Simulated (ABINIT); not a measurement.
The system is Al2Cl.

```
Al Cl
1.0
     0.00000    3.15868    3.15868
     3.15868    0.00000    3.15868
     3.15868    3.15868    0.00000
Al Cl
2 1
Direct
  0.25000 0.25000 0.25000
  0.75000 0.75000 0.75000
  0.00000 0.00000 0.00000
```

The cell was built by a generator and needn't be a form met in nature.

Base run:

```yaml
Program: ABINIT 10.8.3 (patched build)
Functional: RPBE
Potentials_or_basis: SG15 NC PBE v1.2
Cutoff: 952 eV
k_mesh: 5 × 5 × 5
Occupations: fermi-dirac, width 0.05 eV
Spin: no spin polarisation
```

Its results: band gap on the k mesh none (metal or under the smearing width); pressure 11.8 GPa.

Problem. The run is repeated on the same cell with these changes: potentials or basis from SG15 NC PBE v1.2 to PseudoDojo NC SR PBE v0.4.1 standard; cutoff from 952 eV to 789 eV; valence electrons from 29 to 13. What comes out?

Solution. Band gap on the k mesh none (metal or under the smearing width); pressure 10.8 GPa.

Caveats: the potentials were made for another functional, which shifts forces and pressure; an odd number of electrons without spin polarisation forces a metal; a magnetic or distorted state may lie lower.

Not every run made on this cell is shown here.
